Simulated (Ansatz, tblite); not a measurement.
# In9N9 wurtzite hole sphere (In9N9H24): rung by rung

Aim: run the singlet of In9N9 wurtzite hole sphere (In9N9H24) at one geometry on many levels, and compare frontier levels, spin and run time.

Computed with Ansatz 0.2.0, Gaussian basis. Level: as each input shows.

The runs, in order: GFN1-xTB, GFN2-xTB, PBE-D4/def2-TZVP, r2SCAN-D4/def2-TZVP, PBE-D4/def2-SVP, PBE0-D4/def2-SVP.

1 further run of the same task is left out (it didn't finish). Runs told in other sessions of the task aren't counted.

## Step 1: The structure

The geometry is that of the singlet, from an earlier relaxation (PBE-D4/def2-SVP).

42 atoms, charge 0, spin multiplicity 1.

Bond lengths: In1–N2 2.276 Å, In1–N3 2.224 Å, In1–H19 1.745 Å, In1–H20 1.745 Å, N2–In5 2.222 Å, N2–H21 1.032 Å, N2–H22 1.032 Å, N3–In4 2.188 Å, N3–In11 2.188 Å, N3–H23 1.036 Å, In4–N6 2.211 Å, In4–N7 2.188 Å, In4–H24 1.743 Å, In5–N6 2.184 Å, In5–N12 2.184 Å, In5–H25 1.745 Å, N6–In9 2.184 Å, N6–H26 1.035 Å and more. Angles: N2–In1–N3 95.8°, N2–In1–H19 103.9°, N2–In1–H20 103.9°, N3–In1–H19 109.2°, N3–In1–H20 109.2°, H19–In1–H20 129.4°, In1–N2–In5 121.4°, In1–N2–H21 107.6°, In1–N2–H22 107.6°, In5–N2–H21 107.4°, In5–N2–H22 107.4°, H21–N2–H22 104.0°, In1–N3–In4 111.6°, In1–N3–In11 111.6°, In1–N3–H23 104.1°, In4–N3–In11 118.8°, In4–N3–H23 104.6°, In11–N3–H23 104.6° and more.

In takes a core potential in the def2 sets. No spin-orbit coupling is included.

PBE0-D4/def2-TZVP was run before; its log isn't repeated, and its numbers join the tables.

## Step 2: GFN1-xTB

Tight binding, by tblite at 300 K electronic temperature and without a spin-polarisation term:

```python
tblite.interface.Calculator('GFN1-xTB', numbers, positions, charge=0, uhf=0).singlepoint()
```

Energy -1513.3820 eV, HOMO -8.27 eV, LUMO -5.47 eV; 0.15 s.

## Step 3: GFN2-xTB

Tight binding, by tblite at 300 K electronic temperature and without a spin-polarisation term:

```python
tblite.interface.Calculator('GFN2-xTB', numbers, positions, charge=0, uhf=0).singlepoint()
```

Energy -1347.6055 eV, HOMO -10.87 eV, LUMO -7.82 eV; 0.12 s.

## Step 4: PBE-D4/def2-TZVP

start.molden holds the orbitals of an earlier run on this state, given as this run's starting guess.

in.yaml reads:

```yaml
crystal:
  periodic: [false, false, false]
  atoms:
    - {symbol: In, position_ang: [-0.000280, -4.205539, -1.318765]}
    - {symbol: N, position_ang: [-0.004055, -4.037443, 0.950951]}
    - {symbol: N, position_ang: [-0.000326, -2.015812, -1.705289]}
    - {symbol: In, position_ang: [-1.883196, -1.087515, -1.087466]}
    - {symbol: In, position_ang: [-0.000945, -2.059778, 1.964937]}
    - {symbol: N, position_ang: [-1.696677, -0.977723, 1.113358]}
    - {symbol: N, position_ang: [-1.744388, 1.006508, -1.707245]}
    - {symbol: In, position_ang: [-3.640921, 2.101926, -1.323175]}
    - {symbol: In, position_ang: [-1.784512, 1.032745, 1.962970]}
    - {symbol: N, position_ang: [-3.495439, 2.022365, 0.946720]}
    - {symbol: In, position_ang: [1.882938, -1.088376, -1.087693]}
    - {symbol: N, position_ang: [1.695883, -0.979585, 1.113130]}
    - {symbol: N, position_ang: [1.744839, 1.005779, -1.707454]}
    - {symbol: In, position_ang: [0.000550, 2.173609, -1.089428]}
    - {symbol: In, position_ang: [1.785892, 1.030828, 1.962711]}
    - {symbol: N, position_ang: [0.001119, 1.959123, 1.111573]}
    - {symbol: In, position_ang: [3.641595, 2.100873, -1.323648]}
    - {symbol: N, position_ang: [3.498493, 2.017372, 0.946266]}
    - {symbol: H, position_ang: [-1.576574, -4.853084, -1.692851]}
    - {symbol: H, position_ang: [1.577766, -4.852055, -1.687232]}
    - {symbol: H, position_ang: [-0.819160, -4.563412, 1.301897]}
    - {symbol: H, position_ang: [0.806772, -4.567884, 1.305055]}
    - {symbol: H, position_ang: [-0.000529, -1.942149, -2.738474]}
    - {symbol: H, position_ang: [-3.337027, -1.927270, -1.554441]}
    - {symbol: H, position_ang: [-0.000287, -2.267616, 3.697498]}
    - {symbol: H, position_ang: [-2.534854, -1.460935, 1.479945]}
    - {symbol: H, position_ang: [-1.679784, 0.968767, -2.740346]}
    - {symbol: H, position_ang: [-4.989692, 1.058608, -1.692297]}
    - {symbol: H, position_ang: [-3.412821, 3.790563, -1.697933]}
    - {symbol: H, position_ang: [-1.965856, 1.138233, 3.695290]}
    - {symbol: H, position_ang: [-4.360151, 1.584682, 1.300145]}
    - {symbol: H, position_ang: [-3.544716, 2.991363, 1.297169]}
    - {symbol: H, position_ang: [3.336835, -1.927952, -1.554744]}
    - {symbol: H, position_ang: [2.533556, -1.463668, 1.479719]}
    - {symbol: H, position_ang: [1.680163, 0.967858, -2.740545]}
    - {symbol: H, position_ang: [0.000604, 3.852215, -1.557576]}
    - {symbol: H, position_ang: [1.967270, 1.136690, 3.695004]}
    - {symbol: H, position_ang: [0.001684, 2.926978, 1.477195]}
    - {symbol: H, position_ang: [4.990211, 1.058601, -1.696265]}
    - {symbol: H, position_ang: [3.412662, 3.790146, -1.695022]}
    - {symbol: H, position_ang: [4.362311, 1.576427, 1.297819]}
    - {symbol: H, position_ang: [3.551086, 2.985537, 1.298535]}
basis:
  gaussian: {orbitals: def2-TZVP, fitting: {mean_field: def2-universal-jkfit}, initial_orbitals: start.molden}
hamiltonian: {xc: pbe, dispersion: d4}
scf: {omitted_lower_state_checks: [starts]}
output: {orbitals: {seedname: orbitals}}
```

Launch:

```
ansatz run in.yaml --threads 2 --pin off --events-out ev --progress --plain --max-ram 32768MiB --backend cuda --devices 0, --max-vram 18GiB
```

The runs that follow: r2SCAN-D4/def2-TZVP; PBE-D4/def2-SVP; PBE0-D4/def2-SVP.

Before running them: what should the planned runs give, taken together? Wanted: gap in def2-TZVP, named functionals, smallest and largest; binding an atom, functionals in def2-TZVP; PBE0 total energy, smallest basis above largest.

As calculated:

| quantity | value |
| --- | --- |
| gap in def2-TZVP, named functionals, smallest and largest | 3.73 eV (PBE-D4), 5.72 eV (PBE0-D4) |
| binding an atom, functionals in def2-TZVP | 2.91 (PBE0-D4) to 2.97 eV (PBE-D4) |
| PBE0 total energy, smallest basis above largest | 17.60 eV (def2-SVP, def2-TZVP) |

What this shows: Orbital gaps of the named functionals in def2-TZVP span 3.73 eV (PBE-D4) to 5.72 eV (PBE0-D4); exact exchange widens it.
